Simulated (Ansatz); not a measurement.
# Mg3Si: a trial structure relaxed

Aim: relax a trial structure of Mg3Si and see where it ends.

Computed with Ansatz 0.2.0 (DFT PBE, scalar-relativistic, plane waves, PAW, unless a step's input says otherwise).

**1. Starting point**

It takes space group I4/mmm (No. 139, tetragonal). Conventional cell: a = 5.047 Å, b = 5.047 Å, c = 5.127 Å, α = 90.00°, β = 90.00°, γ = 90.00°. Mg (site symmetry 4/mmm) has 2 Si at 2.56 Å and 8 Mg at 2.83 Å in its first shell of neighbours. Around Mg (site symmetry -4m2) lie 6 Mg at 2.56 to 2.83 Å and 4 Si at 2.83 Å. Si (site symmetry 4/mmm) has 10 Mg at 2.56 to 2.83 Å in its first shell of neighbours.

Structure file:

```
Mg Si
1.0
    -2.52341    2.52341    2.56328
     2.52341   -2.52341    2.56328
     2.52341    2.52341   -2.56328
Mg Si
3 1
Cartesian
  0.0000 0.0000 0.0000
  0.0000 2.5234 1.2816
  2.5234 0.0000 1.2816
  0.0000 0.0000 2.5633
```

Recipe of the guess: random cell by space group and Wyckoff sites (I4/mmm, No. 139). Its size is a rough estimate.

**2. A first look at the guess**

File input.yaml:

```yaml
crystal:
  lattice:
    - [-2.52340806, 2.52340806, 2.56328425]
    - [2.52340806, -2.52340806, 2.56328425]
    - [2.52340806, 2.52340806, -2.56328425]
  atoms:
    - { symbol: Mg, position: [0.0, 0.0, 0.0] }
    - { symbol: Mg, position: [0.75, 0.25, 0.5] }
    - { symbol: Mg, position: [0.25, 0.75, 0.5] }
    - { symbol: Si, position: [0.5, 0.5, 0.0] }
basis:
  ecutwfc: 420
kpoints:
  mp_grid: { grid: [6, 6, 6] }
hamiltonian:
  xc: pbe
scf:
  occupations: { method: gaussian, width: 0.1 }
  lower_state_search: "off"
output:
  forces: true
  stress: true
  eigenvalues: true
```

Command:

```bash
$ ansatz run input.yaml --threads 1 --pin off --max-ram 2560MiB --backend cpu --events-out ev --progress --plain --runs-dir out
```

Further runs follow: coarse relaxation; final relaxation.

**Question.** What will these runs give? Wanted: conventional cell; volume; energy over the elements; gap on the mesh.

As calculated:

| quantity | value |
| --- | --- |
| symmetry at the end (tolerance 0.05 Å) | space group I4/mmm (No. 139) |
| conventional cell | a = 5.125 Å, b = 5.125 Å, c = 6.174 Å, α = 90.00°, β = 90.00°, γ = 90.00° |
| volume | 20.27 Å³/atom |
| energy over the elements | +0.11 eV/atom |
| gap on the mesh | none (metal) |

**Reading.** The space group I4/mmm (No. 139) is kept, and the volume per atom grows by 24.2 % from the first guess. The formation energy is positive, so the separate elements lie lower. No finished test with a distortion of lower symmetry is shown, so the end may be a saddle point.
